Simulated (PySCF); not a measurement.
**ZrCl₂: singlet, from a bent start**

The task is one start of a wider search on ZrCl₂: the singlet, from a bent start. It is relaxed, tested by its Hessian and followed downhill if it is a saddle.

Computed with PySCF 2.14.0. Level: PBE, basis Zr def2-TZVP with ECP28, Cl def2-TZVP, scalar-relativistic core potentials, no spin–orbit coupling, density fitting.

### Step 1. Starting geometry

3 atoms, charge 0, spin multiplicity 1.

Bond lengths: Zr1–Cl2 2.530 Å, Zr1–Cl3 2.530 Å. Angles: Cl2–Zr1–Cl3 110.0°.

Z-matrix (Å, degrees; charge 0 multiplicity 1):
```
Zr
Cl 1 2.5300
Cl 1 2.5300 2 110.00
```

### Step 2. First SCF at the start

One driver script runs all steps and calls PySCF; scf.py shows how it sets up the SCF of each step. The optimiser is the driver's own. After this first run the driver tries any further starts and a stability analysis.

The input, scf.py:

```python
from pyscf import gto, scf, dft
mol = gto.M(atom='''
Zr     0.000000     0.000000     0.000000
Cl     2.072500     0.000000     1.451100
Cl    -2.072500     0.000000     1.451100''',
    basis={'Zr': 'def2-TZVP', 'Cl': 'def2-TZVP'},
    ecp={'Zr': 'def2-TZVP'},
    charge=0, spin=0)
mf = dft.RKS(mol, xc='PBE')
mf.grids.atom_grid = (50, 194)
aux = {'Zr': 'def2-universal-JKFIT', 'Cl': 'def2-universal-JKFIT'}
mf = mf.density_fit(auxbasis=aux)
mf.conv_tol = 1e-08
mf.diis_space = 10
mf.max_cycle = 60
mf.init_guess = 'minao'
mf.verbose = 4
mf.kernel()
```

On the command line:

```bash
> OMP_NUM_THREADS=2 python axn.py task.json out
```

The log of the run, cut to the lines that bear on the results:

```text
[... the frontier levels of the middle cycles are left out ...]
init E= -961.8324040276
  HOMO = -0.46985519511792  LUMO = -0.460303996526081  gap/eV = 0.25990
cycle= 1 E= -963.631874342837  delta_E= -1.8  |g|= 3.98  |ddm|= 4.68
cycle= 2 E= -944.836774155781  delta_E= 18.8  |g|= 6.55  |ddm|= 10.2
  HOMO = -0.182601987555124  LUMO = -0.159936239083913  gap/eV = 0.61677
cycle= 3 E= -966.991104431329  delta_E= -22.2  |g|= 0.676  |ddm|= 9.78
cycle= 4 E= -966.816056534357  delta_E= 0.175  |g|=  1.1  |ddm|= 2.29
cycle= 5 E= -967.117646337461  delta_E= -0.302  |g|= 0.287  |ddm|= 0.643
cycle= 6 E= -967.119206724308  delta_E= -0.00156  |g|= 0.201  |ddm|=  1.9
cycle= 7 E= -967.15285296152  delta_E= -0.0336  |g|= 0.0765  |ddm|= 1.44
cycle= 8 E= -967.149535509871  delta_E= 0.00332  |g|= 0.0827  |ddm|= 0.901
cycle= 9 E= -967.155586698101  delta_E= -0.00605  |g|= 0.0288  |ddm|= 0.808
cycle= 10 E= -967.152202695711  delta_E= 0.00338  |g|= 0.0615  |ddm|= 0.72
cycle= 11 E= -967.156844621599  delta_E= -0.00464  |g|= 0.0116  |ddm|= 0.389
cycle= 12 E= -967.156951312824  delta_E= -0.000107  |g|= 0.00175  |ddm|= 0.0531
cycle= 13 E= -967.156944987546  delta_E= 6.33e-06  |g|= 0.00292  |ddm|= 0.00895
cycle= 14 E= -967.156953987021  delta_E= -9e-06  |g|= 0.000442  |ddm|= 0.017
cycle= 15 E= -967.156953896552  delta_E= 9.05e-08  |g|= 0.000491  |ddm|= 0.00703
cycle= 16 E= -967.156954202179  delta_E= -3.06e-07  |g|= 7.8e-05  |ddm|= 0.00447
cycle= 17 E= -967.156954209845  delta_E= -7.67e-09  |g|= 1.69e-05  |ddm|= 0.00067
  HOMO = -0.172079526754626  LUMO = -0.169607829505443  gap/eV = 0.06726
Extra cycle  E= -967.156954133729  delta_E= 7.61e-08  |g|= 0.000246  |ddm|= 0.00194
converged SCF energy = -967.156954133729
```

This step, with its further starts and checks, needed 20 s of wall time on 2 threads of Arm Neoverse V2, shared host.

Energies from each starting density:

```csv
start,energy (Eh)
the minimal-basis guess,-967.156954
a thermally smeared density,-967.156954
a smeared PBE density,-967.156954
```

No lower closed-shell solution turned up from the other starts or in the test of internal stability.

### Step 3. Relaxation: bent start, singlet

The program finds C2v symmetry in the start, which this walk keeps.

scf.py: that of step 2 with these lines changed.

```diff
@@ -3,3 +3,3 @@
-Zr     0.000000     0.000000     0.000000
-Cl     2.072500     0.000000     1.451100
-Cl    -2.072500     0.000000     1.451100''',
+Zr     0.000000     0.000000    -0.634917
+Cl     2.072500     0.000000     0.816183
+Cl    -2.072500     0.000000     0.816183''',
@@ -16 +15,0 @@
-mf.init_guess = 'minao'
```

Steps of the walk:

```
step  energy (Eh)  change (kJ/mol)  largest symmetric gradient (Eh/bohr)
   0  -967.156954             0.00                               0.05876
   1  -967.176443           -51.17                               0.03371
   2  -967.181334           -64.01                               0.01712
   3  -967.183026           -68.45                               0.00457
   4  -967.183177           -68.85                               0.00194
   5  -967.183342           -69.28                               0.00105
   6  -967.183388           -69.40                               0.00030
   7  -967.183389           -69.41                               0.00008
```

The walk took 24 s.

Positions (Å) and forces (eV/Å) along the way:

```
step 0
Zr   0.000   0.000  -0.635   0.000   0.000   3.021
Cl   2.072   0.000   0.816  -1.865   0.000  -1.511
Cl  -2.072   0.000   0.816   1.865   0.000  -1.511
step 1
Zr   0.000   0.000  -0.531   0.000   0.000   1.733
Cl   2.023   0.000   0.764  -1.118   0.000  -0.867
Cl  -2.023   0.000   0.764   1.118   0.000  -0.867
step 4
Zr   0.000   0.000  -0.416   0.000   0.000   0.100
Cl   2.007   0.000   0.707   0.007   0.000  -0.050
Cl  -2.007   0.000   0.707  -0.007   0.000  -0.050
step 7
Zr   0.000   0.000  -0.348   0.000   0.000  -0.004
Cl   2.063   0.000   0.673   0.003   0.000   0.002
Cl  -2.063   0.000   0.673  -0.003   0.000   0.002
```

After 7 steps and 69.4 kJ/mol it ends at C2v: Zr–Cl 2.301 Å (×2); Cl–Zr–Cl 127.4°.

### Step 4. Hessian and properties

The point is checked on the finer grid, and tightened if its gradient asks for it. The Hessian and the dipole derivatives come from central differences of analytic gradients, with steps of 0.02 bohr.

scf.py: that of step 3 with these lines changed.

```diff
@@ -3,3 +3,3 @@
-Zr     0.000000     0.000000    -0.634917
-Cl     2.072500     0.000000     0.816183
-Cl    -2.072500     0.000000     0.816183''',
+Zr     0.000000     0.000000    -0.482345
+Cl     2.033784     0.000000     0.591788
+Cl    -2.033784     0.000000     0.591788''',
@@ -10 +10 @@
-mf.grids.atom_grid = (50, 194)
+mf.grids.atom_grid = (75, 302)
@@ -13 +13 @@
-mf.conv_tol = 1e-08
+mf.conv_tol = 1e-10
```

The driver hands on the density of the step before, so the log starts near convergence.

SCF at the final geometry:

```text
init E= -967.183440624513
  HOMO = -0.163020047920415  LUMO = -0.155388176596916  gap/eV = 0.20767
cycle= 1 E= -967.183440623706  delta_E= 8.07e-10  |g|= 3.26e-05  |ddm|= 0.000186
  HOMO = -0.163011357598113  LUMO = -0.155377154137067  gap/eV = 0.20774
cycle= 2 E= -967.183440589584  delta_E= 3.41e-08  |g|= 0.000209  |ddm|= 0.00122
  HOMO = -0.163018803976889  LUMO = -0.155386605885578  gap/eV = 0.20768
cycle= 3 E= -967.183440624524  delta_E= -3.49e-08  |g|= 4.05e-06  |ddm|= 0.00108
  HOMO = -0.163018862921556  LUMO = -0.155386686220692  gap/eV = 0.20768
cycle= 4 E= -967.183440624533  delta_E= -8.64e-12  |g|= 7.12e-07  |ddm|= 2.25e-05
  HOMO = -0.16301896143949  LUMO = -0.155386792882001  gap/eV = 0.20768
Extra cycle  E= -967.183440624508  delta_E= 2.43e-11  |g|= 4.8e-06  |ddm|= 3.48e-05
converged SCF energy = -967.183440624508
```

The whole step took 39 s.

Geometry: C2v; Zr–Cl 2.300 Å (×2); Cl–Zr–Cl 124.3°.

Modes, for the most abundant isotopes:

| symmetry | ω (cm⁻¹) | IR (km/mol) | μ (u) | type |
| --- | --- | --- | --- | --- |
| a1 | 72 | 0.9 | 42.08 | bend |
| a1 | 392 | 15.6 | 38.78 | stretch |
| b2 | 420 | 63.9 | 45.48 | stretch |

All wavenumbers are real: a minimum.

Properties at this point:

| Quantity | Value |
| --- | --- |
| Dipole moment | 1.17 D |
| Highest occupied level | -4.44 eV |
| Lowest empty level | -4.23 eV |
| Rotational constants | 0.3714, 0.05827, 0.05037 cm⁻¹ |
| Zero-point energy | 5.3 kJ/mol |
| Principal polarisabilities | 104.5, 105.2, 107.3 bohr³ |
| Atomisation energy without zero-point energy | 966 kJ/mol |
| Principal traceless quadrupole moments about the centre of mass | -1.73, -1.56, 3.29 D Å |
| Entropy at 298.15 K and 1 bar | 303.6 J/(mol K) |
| Heat capacity Cp at 298.15 K | 53.7 J/(mol K) |
| Enthalpy at 298.15 K above 0 K | 13.59 kJ/mol |
| Rotational symmetry number | 2 |

Charges (e) and bond orders:

```json
{"atom": "Zr1", "Mulliken": "0.57", "Löwdin": "-0.31", "polar tensor": "0.79", "Mayer order to Zr1": "–"}
{"atom": "Cl2,3", "Mulliken": "-0.29", "Löwdin": "0.16", "polar tensor": "-0.40", "Mayer order to Zr1": "1.28"}
```

Mulliken populations on Zr1 (outside its core potential): s 3.22, p 6.21, d 1.96, f 0.04.

### Step 5. A spin-polarised start

A stability analysis found the closed shell of the lowest minimum unstable towards spin polarisation, so the unrestricted solution is followed.

The program finds C2v symmetry in the start, which may break. The walk stops when the largest gradient is under 0.0003 Eh/bohr and the energy has settled too.

scf.py: that of step 4 with these lines changed.

```diff
@@ -3,3 +3,3 @@
-Zr     0.000000     0.000000    -0.482345
-Cl     2.033784     0.000000     0.591788
-Cl    -2.033784     0.000000     0.591788''',
+Zr     0.000000     0.000000    -0.469978
+Cl     2.033784     0.000000     0.604155
+Cl    -2.033784     0.000000     0.604155''',
@@ -9,2 +9,2 @@
-mf = dft.RKS(mol, xc='PBE')
-mf.grids.atom_grid = (75, 302)
+mf = dft.UKS(mol, xc='PBE')
+mf.grids.atom_grid = (50, 194)
@@ -13 +13 @@
-mf.conv_tol = 1e-10
+mf.conv_tol = 1e-08
```

Energy and gradient, step by step:

```csv
step,energy (Eh),change (kJ/mol),largest gradient (Eh/bohr)
0,-967.196449,0.00,0.00908
1,-967.197362,-2.40,0.00443
2,-967.198514,-5.42,0.00732
3,-967.198773,-6.10,0.00587
4,-967.199135,-7.05,0.00051
5,-967.199144,-7.08,0.00016
6,-967.199144,-7.08,0.00002
```

The walk took 17 s.

Geometry (Å) and forces (eV/Å) at some steps:

```
step 0
Zr   0.000   0.000  -0.470   0.000   0.000  -0.125
Cl   2.034   0.000   0.604   0.467   0.000   0.062
Cl  -2.034   0.000   0.604  -0.467   0.000   0.062
step 1
Zr   0.000   0.000  -0.449   0.000   0.000   0.103
Cl   2.070   0.000   0.594   0.228   0.000  -0.051
Cl  -2.070   0.000   0.594  -0.228   0.000  -0.051
step 3
Zr   0.000   0.000  -0.344   0.000   0.000   0.302
Cl   2.179   0.000   0.541  -0.204   0.000  -0.151
Cl  -2.179   0.000   0.541   0.204   0.000  -0.151
step 6
Zr   0.000   0.000  -0.275   0.000   0.000  -0.001
Cl   2.203   0.000   0.507   0.001   0.000   0.000
Cl  -2.203   0.000   0.507  -0.001   0.000   0.000
```

It settles in C2v symmetry, 7.1 kJ/mol below the start, after 6 steps: Zr–Cl 2.338 Å (×2); Cl–Zr–Cl 140.9°.

### Step 6. Is it a minimum? Harmonic modes

The same treatment as at the point before.

scf.py: that of step 5 with these lines changed.

```diff
@@ -3,3 +3,3 @@
-Zr     0.000000     0.000000    -0.469978
-Cl     2.033784     0.000000     0.604155
-Cl    -2.033784     0.000000     0.604155''',
+Zr     0.000000    -0.000000    -0.326287
+Cl     2.212870    -0.000000     0.431830
+Cl    -2.212870     0.000000     0.431830''',
@@ -10 +10 @@
-mf.grids.atom_grid = (50, 194)
+mf.grids.atom_grid = (75, 302)
@@ -13 +13 @@
-mf.conv_tol = 1e-08
+mf.conv_tol = 1e-10
```

SCF at the final geometry:

```text
init E= -967.198848369685
[... the frontier-level lines of each cycle are left out ...]
cycle= 1 E= -967.198848369699  delta_E= -1.43e-11  |g|= 1.1e-06  |ddm|= 1.3e-05
Extra cycle  E= -967.19884836971  delta_E= -1.02e-11  |g|= 1.45e-06  |ddm|= 1.33e-05
converged SCF energy = -967.19884836971  <S^2> = 0.92080657  2S+1 = 2.1640763
```

The whole step needed 52 s of wall time on 2 threads of Arm Neoverse V2, shared host.

Geometry: C2v; Zr–Cl 2.339 Å (×2); Cl–Zr–Cl 142.2°.

Harmonic modes (main isotopes):

```tsv
symmetry	ω (cm⁻¹)	IR (km/mol)	μ (u)	type
a1	61	0.8	44.35	bend
a1	358	11.5	37.04	stretch
b2	407	113	46.67	stretch
```

Every mode is real; the point is a minimum.

Constants and moments:

```yaml
Dipole_moment: 1.13 D
Highest_occupied_level: -4.67 eV
Lowest_empty_level: -3.83 eV
Rotational_constants: 0.7456, 0.04922, 0.04618 cm⁻¹
Zero-point_energy: 4.9 kJ/mol
Principal_polarisabilities: 78.2, 84.5, 98.8 bohr³
Atomisation_energy_without_zero-point_energy: 1006 kJ/mol
Principal_traceless_quadrupole_moments_about_the_centre_of_mass: -7.36, 3.22, 4.14 D Å
Entropy_at_298.15_K_and_1_bar: 303.8 J/(mol K)
Heat_capacity_Cp_at_298.15_K: 54.1 J/(mol K)
Enthalpy_at_298.15_K_above_0_K: 13.77 kJ/mol
Rotational_symmetry_number: 2
Spin_squared_⟨S²⟩: 0.921
```

Populations by atom (charges in e):

| atom | Mulliken | Löwdin | polar tensor | spin (Mulliken) | Mayer order to Zr1 |
| --- | --- | --- | --- | --- | --- |
| Zr1 | 0.68 | -0.18 | 0.95 | -0.02 | – |
| Cl2,3 | -0.34 | 0.09 | -0.48 | 0.01 | 1.18 |

Outer orbital energies (eV). α occupied: -19.87, -9.64, -8.85, -8.56, -8.34, -8.26, -8.21, -4.67; empty: -3.83, -3.43, -3.04, -2.96. β occupied: -19.86, -9.63, -8.83, -8.58, -8.28, -8.27, -8.19, -4.89; empty: -3.81, -3.30, -3.25, -2.78.

Mulliken populations on Zr1 (outside its core potential): s 2.87, p 6.22, d 2.19, f 0.04.

### Step 7. All stationary points

| spin | group | bonds | imaginary modes (cm⁻¹) | ΔE (kJ/mol) | with zero-point energy |
| --- | --- | --- | --- | --- | --- |
| broken-symmetry (Ms = 0) | C2v | Zr–Cl 2.339 Å (×2) | none | 0.0 | 0.0 |
| singlet | C2v | Zr–Cl 2.300 Å (×2) | none | 40.5 | 40.8 |

### Step 8. Outcome

```
                                          quantity                                value
                                           minimum        broken-symmetry (Ms = 0), C2v
                                          geometry  Zr–Cl 2.339 Å (×2); Cl–Zr–Cl 142.2°
                                wavenumbers (cm⁻¹)          61 (a1), 358 (a1), 407 (b2)
                                     dipole moment                               1.13 D
highest occupied, lowest empty level (either spin)                      -4.67, -3.83 eV
                        polar-tensor charge of Zr1                              +0.95 e
                                 zero-point energy                           4.9 kJ/mol
                               entropy at 298.15 K                      303.8 J/(mol K)
         atomisation energy (no zero-point energy)                          1006 kJ/mol
                                              ⟨S²⟩                                0.921
```

**Reading.** The molecule stays C2v, as typed, and the end point is a minimum. The determinant is spin-contaminated (⟨S²⟩ = 0.92 against 0.00), so it is no pure spin state. In the infrared the band at 407 cm⁻¹ (b2, stretch) leads. Other starts or spin states, not run here, may lie lower.

The search up to here took 2.6 min.
